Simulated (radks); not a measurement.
# H⁻ held by a Watson sphere

Aim: the size and levels of H⁻ inside a shell of charge +1 and radius R, which stands for the Madelung well of a crystal, for several R.

Program: radks (a radial shooting solver on a logarithmic mesh, Libxc functionals) version 1. Level of theory: non-relativistic Kohn-Sham, LDA (Slater exchange, Perdew-Wang correlation), spin-polarised, spherical densities, point nucleus. These are calculated values, not measurements, unless marked.

### 1 What is computed

```
element       : hydrogen (Z = 1)
charge        : -1
electrons     : 2
configuration : [He]
```

The outer shells:

H⁻
```
1s [↑↓]
```

### 2 R = 1.59 bohr

Input:

```text
Z 1
configuration [He]
relativity non-relativistic
functional lda,pw
spin polarised
nucleus point
watson charge 1 radius 1.59 bohr
response adiabatic LDA kernel
```

### 3 R = 1.86 bohr

Input:

```text
Z 1
configuration [He]
relativity non-relativistic
functional lda,pw
spin polarised
nucleus point
watson charge 1 radius 1.86 bohr
response adiabatic LDA kernel
```

### 4 R = 2.29 bohr

Input:

```text
Z 1
configuration [He]
relativity non-relativistic
functional lda,pw
spin polarised
nucleus point
watson charge 1 radius 2.29 bohr
response adiabatic LDA kernel
```

### 5 R = 2.39 bohr

Input:

```text
Z 1
configuration [He]
relativity non-relativistic
functional lda,pw
spin polarised
nucleus point
watson charge 1 radius 2.39 bohr
response adiabatic LDA kernel
```

### 6 R = 2.43 bohr

Input:

```text
Z 1
configuration [He]
relativity non-relativistic
functional lda,pw
spin polarised
nucleus point
watson charge 1 radius 2.43 bohr
response adiabatic LDA kernel
```

### 7 R = 2.99 bohr

Input:

```text
Z 1
configuration [He]
relativity non-relativistic
functional lda,pw
spin polarised
nucleus point
watson charge 1 radius 2.99 bohr
response adiabatic LDA kernel
```

**Question.** What will these runs give? Wanted: for each run, R; highest level; its <r>; sum of <r²>; α.

**Answer**, as computed:

| R (bohr) | highest level (eV) | its <r> (bohr) | sum of <r²> (bohr²) | α (bohr³) |
| --- | --- | --- | --- | --- |
| 1.59 | -7.835 | 1.674 | 7.415 | 11.30 |
| 1.86 | -7.148 | 1.775 | 8.355 | 14.25 |
| 2.29 | -6.250 | 1.917 | 9.811 | 19.66 |
| 2.39 | -6.068 | 1.947 | 10.14 | 21.04 |
| 2.43 | -5.998 | 1.959 | 10.27 | 21.61 |
| 2.99 | -5.139 | 2.106 | 12.03 | 30.28 |

**Reading.** From R = 1.59 to 2.99 bohr the top level moves from -7.835 to -5.139 eV and its mean radius from 1.67 to 2.11 bohr. A wider sphere makes a shallower well, so the ion swells. The polarisability goes from 11.3 to 30.3 bohr³. Response by self-consistent Sternheimer equations with the Hartree and adiabatic LDA kernel. The sphere does not respond.
